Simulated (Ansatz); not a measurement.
# InB2Os3: the cost of one run

Method: DFT, r2SCAN, no spin polarisation, plane waves, PAW, in Ansatz 0.2.0.

**1. Geometry**

Symmetry: P6/mmm, No. 191, hexagonal system. The conventional cell has a = 5.441 Å, b = 5.441 Å, c = 3.056 Å, α = 90.00°, β = 90.00°, γ = 120.00°. B (site symmetry -6m2) is surrounded by 6 Os at 2.19 Å and 3 In at 3.14 Å. Around Os (site symmetry mmm) lie 4 B at 2.19 Å. In (site symmetry 6/mmm) has 2 In at 3.06 Å and 12 Os at 3.12 Å and 6 B at 3.14 Å as nearest neighbours.

As a file:

```
B Os In
1.0
     5.44071    0.00000    0.00000
    -2.72035    4.71179    0.00000
     0.00000    0.00000    3.05597
B Os In
2 3 1
Direct
  0.33330 0.66670 0.00000
  0.66660 0.33330 0.00000
  0.50000 0.00000 0.50000
  0.50000 0.50000 0.50000
  0.00000 0.50000 0.50000
  0.00000 0.00000 0.00000
```

The first density is read from a saved solution for the starting cell.

**2. The relaxation**

input.yaml reads:

```yaml
crystal:
  lattice:
    - [5.440706, 0.0, 0.0]
    - [-2.720353, 4.711791, 0.0]
    - [0.0, 0.0, 3.055972]
  atoms:
    - { symbol: B, position: [0.3333, 0.6667, 0.0] }
    - { symbol: B, position: [0.6666, 0.3333, 0.0] }
    - { symbol: Os, position: [0.5, 0.0, 0.5] }
    - { symbol: Os, position: [0.5, 0.5, 0.5] }
    - { symbol: Os, position: [0.0, 0.5, 0.5] }
    - { symbol: In, position: [0.0, 0.0, 0.0] }
  symmetry: { tolerance: 0.0003 }
kpoints:
  mp_grid: { grid: [7, 7, 11], shift: [0, 0, 0] }
magnetization:
  spin_polarized: false
scf:
  occupations: { method: fermi_dirac, width: 0.1085 }
  lower_state_search: "off"
hamiltonian:
  pseudopotentials: { kind: paw }
  xc: r2scan
basis:
  ecutwfc: 500
  fft_grid_basis: typed
relax:
  max_steps: 60
  cell: { p_target: 0.0 }
  f_tol: 0.03
output:
  forces: true
  stress: true
  eigenvalues: true
  bader: true
  populations: true
  elf: true
  write_potential: true
  volumetric_format: npy
  dos:
    e_range: [-12, 8]
    de: 0.05
    projected: { site_lists: { B: [B], In: [In], Os: [Os] } }
checkpoint:
  read: saved_state
```

Launch:

```
$ ansatz run input.yaml --threads 2 --pin off --max-ram 3584MiB --backend cpu --events-out ev --progress --plain --runs-dir out
```

What time and memory should one allow on 2 threads of Intel Xeon Platinum 8488C (Sapphire Rapids), shared host?

About 71 s, with a peak of 0.82 GiB.
